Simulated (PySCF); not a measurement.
# FeCl₄ (+2): ligand-field states, part 2 of 2

PySCF 2.14.0. Atoms count from 0.

### 6 Ligand-field states: state-averaged CASSCF (angle to the S4 axis at 65°)

What the job is given:

```
{"job": {"kind": "lf", "basis": {"metal": "x2c-TZVPall", "ligand": "x2c-SVPall"}, "nevpt": true, "reuse": true}, "charge": 2, "metal": "Fe", "open_shell": "d2"}
Fe     0.000000     0.000000     0.000000
Cl     1.256079     1.256079     0.828332
Cl    -1.256079    -1.256079     0.828332
Cl    -1.256079     1.256079    -0.828332
Cl     1.256079    -1.256079    -0.828332
```

Method: state-averaged CASSCF of the metal d shell, SC-NEVPT2 on the averaged canonical orbitals, state-interaction spin-orbit coupling.

Output:

```text
basis functions 120, electrons 92, active (2e, 5o)
start from the orbitals of the previous structure
stage 1: DIIS on the effective Fock matrix, level shift 0.30
cycle   1  E = -3111.5710225545  dE = -3.112e+03  max|g| = 1.245e+00
cycle   2  E = -3111.4621888781  dE =  1.088e-01  max|g| = 4.155e-01
cycle   3  E = -3110.4780181873  dE =  9.842e-01  max|g| = 1.132e+00
cycle   4  E = -3111.3327463191  dE = -8.547e-01  max|g| = 6.548e-01
cycle   5  E = -3110.7674178904  dE =  5.653e-01  max|g| = 4.432e-01
cycle   6  E = -3110.5148712072  dE =  2.525e-01  max|g| = 4.714e-01
cycle   7  E = -3109.1551276059  dE =  1.360e+00  max|g| = 1.758e+00
cycle   8  E = -3107.4515890834  dE =  1.704e+00  max|g| = 2.053e+00
cycle   9  E = -3107.0693670352  dE =  3.822e-01  max|g| = 2.217e+00
cycle  10  E = -3106.7764096182  dE =  2.930e-01  max|g| = 2.355e+00
...
cycle  43  E = -3112.9422983552  dE = -3.774e-05  max|g| = 2.809e-03
cycle  44  E = -3112.9423087111  dE = -1.036e-05  max|g| = 1.260e-03
cycle  45  E = -3112.9423175430  dE = -8.832e-06  max|g| = 5.658e-04
cycle  46  E = -3112.9423187298  dE = -1.187e-06  max|g| = 4.319e-04
cycle  47  E = -3112.9423192309  dE = -5.011e-07  max|g| = 1.559e-04
cycle  48  E = -3112.9423192973  dE = -6.644e-08  max|g| = 6.477e-05
cycle  49  E = -3112.9423193143  dE = -1.694e-08  max|g| = 3.767e-05
cycle  50  E = -3112.9423193179  dE = -3.581e-09  max|g| = 2.180e-05
cycle  51  E = -3112.9423193193  dE = -1.447e-09  max|g| = 3.445e-05
cycle  52  E = -3112.9423193197  dE = -4.220e-10  max|g| = 2.798e-05
cycle  53  E = -3112.9423193202  dE = -5.107e-10  max|g| = 9.998e-06
converged average energy = -3112.9423193202

 mult deg   label        CASSCF/cm-1   NEVPT2/cm-1
   3   1   3B1                 0.0           0.0
   1   1   1B1             12051.7       12176.8
   1   1   1A1             11823.2       14433.6
   1   1   1A1             21944.4       20903.0
   1   1   1B1             22243.4       28788.5
   1   1   1B2             28250.1       31460.1
   1   1   1A1             29748.7       37450.1
   3   1   3A2             23084.4       42074.1
   3   2   3E                 -2.3       45123.8
   3   1   3A2             14199.7       45310.7
   3   2   3E               4117.5       46318.6
   1   2   1E               7553.7       47983.5
   1   2   1E               8682.2       49589.0
   3   2   3E              27883.4       50068.0
   3   1   3B2             12319.7       50212.3
   1   2   1E              38339.2       51379.5
   1   1   1B2             21027.4       53821.1
   1   1   1A2             22158.7       59710.3
   1   1   1A1             51244.7       60788.1

spin-orbit levels / cm-1
      0.00  x1  3B1 1.00
      0.07  x2  3B1 1.00
  12174.69  x1  1B1 1.00
  14431.35  x1  1A1 1.00
  20903.53  x1  1A1 1.00
  28787.20  x1  1B1 1.00
  31452.95  x1  1B2 1.00
  37429.25  x1  1A1 1.00
  42053.79  x1  3A2 0.99
  42057.64  x2  3A2 0.99
  45028.51  x1  3E 0.82 3A2 0.17
  45055.50  x1  3E 0.99
  45091.57  x1  3E 0.82 3A2 0.17
  45091.61  x1  3E 0.82 3A2 0.17
  45168.69  x1  3E 0.99
  45178.52  x1  3E 0.99
  45325.04  x1  3A2 0.81 3E 0.17
  45325.05  x1  3A2 0.81 3E 0.17
  45344.70  x1  3A2 0.81 3E 0.16
  46239.27  x1  3E 0.99
  46244.85  x1  3E 0.99
  46321.47  x1  3E 0.98
  46321.52  x1  3E 0.98
  46416.21  x1  3E 0.99
  46451.73  x1  3E 0.97
  48005.37  x1  1E 0.99
  48005.47  x1  1E 0.99
  49528.56  x1  1E 0.85 3E 0.13
  49528.68  x1  1E 0.85 3E 0.13
  49908.24  x1  3E 1.00
```

Wall time 7.9 s (1 thread of Arm Neoverse V2, shared host); peak memory 0.31 GiB.

Warnings kept with the result: an active orbital is not mainly the metal shell.

An active orbital is only 34 % metal, under the run's own bar for a metal shell, so levels, ζ, ground spin and magnetism of this run may not be those of the metal's shell and are not read here.

### 7 Ligand-field states: state-averaged CASSCF (angle to the S4 axis at 72°)

What the job is given:

```
{"job": {"kind": "lf", "basis": {"metal": "x2c-TZVPall", "ligand": "x2c-SVPall"}, "nevpt": true, "reuse": true}, "charge": 2, "metal": "Fe", "open_shell": "d2"}
Fe     0.000000     0.000000     0.000000
Cl     1.318097     1.318097     0.605673
Cl    -1.318097    -1.318097     0.605673
Cl    -1.318097     1.318097    -0.605673
Cl     1.318097    -1.318097    -0.605673
```

With the program's defaults for keys left out, this is: state-averaged CASSCF of the metal d shell, SC-NEVPT2 on the averaged canonical orbitals, state-interaction spin-orbit coupling.

Output:

```text
basis functions 120, electrons 92, active (2e, 5o)
start from the orbitals of the previous structure
stage 1: DIIS on the effective Fock matrix, level shift 0.30
cycle   1  E = -3110.3582327066  dE = -3.110e+03  max|g| = 1.503e+00
cycle   2  E = -3111.2740913980  dE = -9.159e-01  max|g| = 5.758e-01
cycle   3  E = -3110.3708300847  dE =  9.033e-01  max|g| = 8.726e-01
cycle   4  E = -3110.6162366864  dE = -2.454e-01  max|g| = 4.265e-01
cycle   5  E = -3110.4736389600  dE =  1.426e-01  max|g| = 2.970e-01
cycle   6  E = -3110.4791711469  dE = -5.532e-03  max|g| = 2.660e-01
cycle   7  E = -3110.5175146053  dE = -3.834e-02  max|g| = 3.811e-01
cycle   8  E = -3110.6146448984  dE = -9.713e-02  max|g| = 3.720e-01
cycle   9  E = -3110.7987965059  dE = -1.842e-01  max|g| = 1.474e-01
cycle  10  E = -3110.7215872124  dE =  7.721e-02  max|g| = 2.627e-01
...
cycle  39  E = -3112.9007403995  dE = -1.212e-04  max|g| = 3.673e-03
cycle  40  E = -3112.9007962598  dE = -5.586e-05  max|g| = 2.914e-03
cycle  41  E = -3112.9008129296  dE = -1.667e-05  max|g| = 1.234e-03
cycle  42  E = -3112.9008158192  dE = -2.890e-06  max|g| = 5.978e-04
cycle  43  E = -3112.9008160982  dE = -2.790e-07  max|g| = 9.308e-04
cycle  44  E = -3112.9008166028  dE = -5.047e-07  max|g| = 1.695e-04
cycle  45  E = -3112.9008166605  dE = -5.764e-08  max|g| = 1.111e-04
cycle  46  E = -3112.9008166882  dE = -2.773e-08  max|g| = 6.925e-05
cycle  47  E = -3112.9008166947  dE = -6.517e-09  max|g| = 2.855e-05
cycle  48  E = -3112.9008166964  dE = -1.677e-09  max|g| = 2.311e-05
cycle  49  E = -3112.9008166969  dE = -5.098e-10  max|g| = 8.964e-06
converged average energy = -3112.9008166969

 mult deg   label        CASSCF/cm-1   NEVPT2/cm-1
   3   1   3B1                 0.0           0.0
   1   1   1B1             12380.8       14648.5
   1   1   1A1             22258.1       19624.1
   1   1   1B1             16872.5       20526.4
   1   1   1A1             11383.9       20898.6
   1   1   1A1             28499.4       27113.6
   3   1   3A2             11351.7       32173.8
   1   1   1B2             21739.5       34408.2
   3   2   3E              -3213.7       51834.1
   3   2   3E              -7019.5       52140.2
   1   2   1E               -336.1       52720.3
   1   1   1B2             24987.9       52914.0
   1   2   1E                701.2       56061.3
   3   1   3A2             22104.0       59001.9
   3   1   3B2             14649.3       59188.3
   3   2   3E              26061.3       62660.2
   1   2   1E              36880.6       64399.2
   1   1   1A2             23707.8       73007.1
   1   1   1A1             54644.0       84890.7

spin-orbit levels / cm-1
      0.00  x1  3B1 1.00
      0.24  x2  3B1 1.00
  14645.94  x1  1B1 1.00
  19621.92  x1  1A1 1.00
  20527.91  x1  1B1 1.00
  20896.76  x1  1A1 1.00
  27105.61  x1  1A1 1.00
  32172.18  x2  3A2 1.00
  32179.96  x1  3A2 1.00
  34408.57  x1  1B2 1.00
  51669.71  x1  3E 0.91 3E 0.06 1B2 0.03
  51712.36  x1  3E 0.95 3E 0.05
  51810.96  x1  3E 0.97
  51811.00  x1  3E 0.97
  51873.03  x1  3E 0.74 3E 0.26
  51876.45  x1  3E 0.72 3E 0.28
  52128.07  x1  3E 0.74 3E 0.26
  52128.17  x1  3E 0.99
  52128.29  x1  3E 0.99
  52131.10  x1  3E 0.72 3E 0.28
  52216.91  x1  3E 0.88 3E 0.08 1B2 0.03
  52242.73  x1  3E 0.95 3E 0.05
  52752.64  x1  1E 0.97
  52752.67  x1  1E 0.97
  52979.50  x1  1B2 0.93 3E 0.05
  56066.35  x1  1E 1.00
  56066.50  x1  1E 1.00
  58998.78  x1  3A2 1.00
  59001.78  x2  3A2 1.00
  59173.93  x1  3B2 0.99
```

Wall time 7.4 s (1 thread of Arm Neoverse V2, shared host); peak memory 0.31 GiB.

Warnings kept with the result: an active orbital is not mainly the metal shell.

An active orbital is only 29 % metal, under the run's own bar for a metal shell, so levels, ζ, ground spin and magnetism of this run may not be those of the metal's shell and are not read here.

### 8 Ligand-field states: state-averaged CASSCF (angle to the S4 axis at 80°)

What the job is given:

```
{"job": {"kind": "lf", "basis": {"metal": "x2c-TZVPall", "ligand": "x2c-SVPall"}, "nevpt": true, "reuse": true}, "charge": 2, "metal": "Fe", "open_shell": "d2"}
Fe     0.000000     0.000000     0.000000
Cl     1.364874     1.364874     0.340350
Cl    -1.364874    -1.364874     0.340350
Cl    -1.364874     1.364874    -0.340350
Cl     1.364874    -1.364874    -0.340350
```

With the program's defaults for keys left out, this is: state-averaged CASSCF of the metal d shell, SC-NEVPT2 on the averaged canonical orbitals, state-interaction spin-orbit coupling.

Output:

```text
basis functions 120, electrons 92, active (2e, 5o)
start from the orbitals of the previous structure
stage 1: DIIS on the effective Fock matrix, level shift 0.30
cycle   1  E = -3109.6612999018  dE = -3.110e+03  max|g| = 1.990e+00
cycle   2  E = -3110.9773926516  dE = -1.316e+00  max|g| = 9.380e-01
cycle   3  E = -3110.1919280663  dE =  7.855e-01  max|g| = 4.253e-01
cycle   4  E = -3110.2624203749  dE = -7.049e-02  max|g| = 2.915e-01
cycle   5  E = -3110.2937262953  dE = -3.131e-02  max|g| = 1.722e-01
cycle   6  E = -3110.2518184844  dE =  4.191e-02  max|g| = 2.960e-01
cycle   7  E = -3110.2973269260  dE = -4.551e-02  max|g| = 1.866e-01
cycle   8  E = -3110.2854221748  dE =  1.190e-02  max|g| = 2.231e-01
cycle   9  E = -3110.3038629261  dE = -1.844e-02  max|g| = 1.903e-01
cycle  10  E = -3110.3178338946  dE = -1.397e-02  max|g| = 1.827e-01
...
cycle  36  E = -3112.8490023108  dE = -5.024e-04  max|g| = 1.269e-02
cycle  37  E = -3112.8492433229  dE = -2.410e-04  max|g| = 6.901e-03
cycle  38  E = -3112.8493456005  dE = -1.023e-04  max|g| = 3.052e-03
cycle  39  E = -3112.8493712131  dE = -2.561e-05  max|g| = 2.227e-03
cycle  40  E = -3112.8493878999  dE = -1.669e-05  max|g| = 2.019e-03
cycle  41  E = -3112.8493905015  dE = -2.602e-06  max|g| = 3.964e-03
cycle  42  E = -3112.8493994490  dE = -8.947e-06  max|g| = 9.178e-04
cycle  43  E = -3112.8494003198  dE = -8.708e-07  max|g| = 3.080e-04
cycle  44  E = -3112.8494005103  dE = -1.905e-07  max|g| = 1.026e-04
cycle  45  E = -3112.8494005301  dE = -1.979e-08  max|g| = 3.366e-05
cycle  46  E = -3112.8494005325  dE = -2.448e-09  max|g| = 9.915e-06
converged average energy = -3112.8494005325

 mult deg   label        CASSCF/cm-1   NEVPT2/cm-1
   3   1   3B1                 0.0           0.0
   1   1   1B2             21186.7        4827.9
   1   1   1B1             10460.3        9096.6
   1   1   1A1             21986.4        9363.9
   1   1   1B1             14145.3       12756.3
   3   1   3A2              7936.9       13078.0
   1   1   1A1             30591.9       16638.5
   1   1   1A1             10782.4       23954.0
   3   2   3E             -10491.7       54276.4
   3   2   3E             -14254.9       56437.8
   1   2   1E              -7862.2       56733.6
   1   2   1E              -8400.7       57420.2
   3   1   3B2             16464.3       65703.7
   1   1   1B2             26120.2       71129.9
   3   1   3A2             21270.6       72757.3
   3   2   3E              23201.6       74877.9
   1   2   1E              33217.2       76833.6
   1   1   1A2             24251.4       82254.3
   1   1   1A1             56377.8      102128.1

spin-orbit levels / cm-1
      0.00  x1  3B1 1.00
      0.32  x2  3B1 1.00
   4829.22  x1  1B2 1.00
   9095.55  x1  1B1 1.00
   9351.87  x1  1A1 1.00
  12757.46  x1  1B1 1.00
  13078.50  x2  3A2 1.00
  13090.90  x1  3A2 1.00
  16638.47  x1  1A1 1.00
  23952.78  x1  1A1 1.00
  54174.84  x1  3E 1.00
  54178.33  x1  3E 1.00
  54273.43  x2  3E 1.00
  54378.13  x1  3E 1.00
  54382.38  x1  3E 1.00
  56358.13  x1  3E 1.00
  56361.10  x1  3E 1.00
  56400.33  x2  3E 0.90 1E 0.09
  56523.38  x1  3E 1.00
  56525.21  x1  3E 1.00
  56771.44  x2  1E 0.90 3E 0.09
  57431.14  x2  1E 0.99
  65701.68  x1  3B2 1.00
  65702.18  x2  3B2 1.00
  71120.50  x1  1B2 1.00
  72736.48  x1  3A2 0.99
  72745.43  x2  3A2 0.99
  74732.71  x1  3E 1.00
  74762.08  x1  3E 0.99
  74889.92  x1  3E 0.99
```

Run time: 7.1 s. Hardware: 1 thread of Arm Neoverse V2, shared host; peak memory 0.31 GiB.

Warnings kept with the result: an active orbital is not mainly the metal shell.

An active orbital is only 26 % metal, under the run's own bar for a metal shell, so levels, ζ, ground spin and magnetism of this run may not be those of the metal's shell and are not read here.

### 9 Ligand-field states: state-averaged CASSCF (angle to the S4 axis at 90°)

What the job is given:

```
{"job": {"kind": "lf", "basis": {"metal": "x2c-TZVPall", "ligand": "x2c-SVPall"}, "nevpt": true, "reuse": true}, "charge": 2, "metal": "Fe", "open_shell": "d2"}
Fe     0.000000     0.000000     0.000000
Cl     1.385929     1.385929     0.000000
Cl    -1.385929    -1.385929     0.000000
Cl    -1.385929     1.385929     0.000000
Cl     1.385929    -1.385929     0.000000
```

With the program's defaults for keys left out, this is: state-averaged CASSCF of the metal d shell, SC-NEVPT2 on the averaged canonical orbitals, state-interaction spin-orbit coupling.

Output:

```text
basis functions 120, electrons 92, active (2e, 5o)
start from the orbitals of the previous structure
stage 1: DIIS on the effective Fock matrix, level shift 0.30
cycle   1  E = -3108.3039578901  dE = -3.108e+03  max|g| = 2.612e+00
cycle   2  E = -3110.8527085302  dE = -2.549e+00  max|g| = 9.537e-01
cycle   3  E = -3110.2253042116  dE =  6.274e-01  max|g| = 3.952e-01
cycle   4  E = -3110.0561456230  dE =  1.692e-01  max|g| = 4.885e-01
cycle   5  E = -3109.3570316271  dE =  6.991e-01  max|g| = 1.553e+00
cycle   6  E = -3108.8077522793  dE =  5.493e-01  max|g| = 1.976e+00
cycle   7  E = -3108.6698974737  dE =  1.379e-01  max|g| = 2.104e+00
cycle   8  E = -3108.9062811610  dE = -2.364e-01  max|g| = 1.918e+00
cycle   9  E = -3108.5120338281  dE =  3.942e-01  max|g| = 2.169e+00
cycle  10  E = -3108.4415206787  dE =  7.051e-02  max|g| = 1.988e+00
...
cycle  36  E = -3112.8545666173  dE = -1.521e-03  max|g| = 1.012e-02
cycle  37  E = -3112.8547097910  dE = -1.432e-04  max|g| = 4.604e-03
cycle  38  E = -3112.8547769993  dE = -6.721e-05  max|g| = 2.012e-03
cycle  39  E = -3112.8547965640  dE = -1.956e-05  max|g| = 1.750e-03
cycle  40  E = -3112.8548049696  dE = -8.406e-06  max|g| = 8.728e-04
cycle  41  E = -3112.8548056117  dE = -6.421e-07  max|g| = 3.409e-04
cycle  42  E = -3112.8548057117  dE = -9.996e-08  max|g| = 1.299e-04
cycle  43  E = -3112.8548057382  dE = -2.652e-08  max|g| = 5.122e-05
cycle  44  E = -3112.8548057433  dE = -5.136e-09  max|g| = 2.290e-05
cycle  45  E = -3112.8548057444  dE = -1.097e-09  max|g| = 2.177e-05
cycle  46  E = -3112.8548057449  dE = -5.134e-10  max|g| = 9.799e-06
converged average energy = -3112.8548057449

 mult deg   label        CASSCF/cm-1   NEVPT2/cm-1
   1   1   1A1g                0.0           0.0
   3   2   3Eg            -77619.2    77994027.3
   1   1   1B1g           -47954.7    77994478.9
   3   1   3B1g           -50488.9    77995395.4
   1   2   1Eg            -61038.6    78002925.7
   1   1   1B2g           -94177.9    78008620.0
   1   1   1A1g           -78495.1    78009544.6
   3   1   3B2g           -94698.3    78010642.8
   3   2   3Eg            -89384.2    78023554.7
   1   2   1Eg            -79854.2    78032686.3
   1   1   1A1g           -63080.7    78046143.2
   3   1   3A2g           -83787.8    78050178.9
   1   1   1B2g           -75589.1    78055302.1
   1   1   1B1g           -70223.4    78058674.8
   3   1   3A2g           -69689.7    78061377.8
   1   1   1A2g           -65987.8    78065628.0
   3   2   3Eg            -66010.7    78081082.8
   1   2   1Eg            -58947.3    78087287.2
   1   1   1A1g           -39502.5    78111341.6

spin-orbit levels / cm-1
      0.00  x1  1A1g 1.00
77993880.73  x2  3Eg 1.00
77994019.93  x2  3Eg 1.00
77994148.47  x1  3Eg 0.94 1B1g 0.06
77994162.17  x1  3Eg 1.00
77994495.19  x1  1B1g 0.94 3Eg 0.06
77995393.43  x2  3B1g 1.00
77995396.40  x1  3B1g 1.00
78002922.46  x1  1Eg 1.00
78002922.49  x1  1Eg 1.00
78008630.66  x1  1B2g 1.00
78009537.64  x1  1A1g 1.00
78010651.96  x1  3B2g 1.00
78010655.39  x2  3B2g 1.00
78023368.46  x1  3Eg 1.00
78023368.74  x1  3Eg 1.00
78023549.84  x2  3Eg 1.00
78023728.47  x1  3Eg 1.00
78023735.77  x1  3Eg 1.00
78032684.60  x2  1Eg 1.00
78046137.39  x1  1A1g 1.00
78050182.21  x2  3A2g 1.00
78050195.41  x1  3A2g 1.00
78055304.97  x1  1B2g 1.00
78058677.32  x1  1B1g 1.00
78061373.88  x1  3A2g 1.00
78061374.78  x2  3A2g 1.00
78065622.58  x1  1A2g 1.00
78080972.96  x1  3Eg 1.00
78080972.98  x1  3Eg 1.00
```

Run time: 7.1 s. Hardware: 1 thread of Arm Neoverse V2, shared host; peak memory 0.31 GiB.

Warnings kept with the result: an active orbital is not mainly the metal shell.

An active orbital is only 0 % metal, under the run's own bar for a metal shell, so levels, ζ, ground spin and magnetism of this run may not be those of the metal's shell and are not read here.

### 10 Summary of results

This closing draws on all 2 parts.

| quantity | value |
| --- | --- |
| ligand-field states | no level gives a usable value |

**Reading.** Steps 2, 3, 4, 5, 6, 7, 8, 9 are set aside: its active space failed the test for the metal's shell.
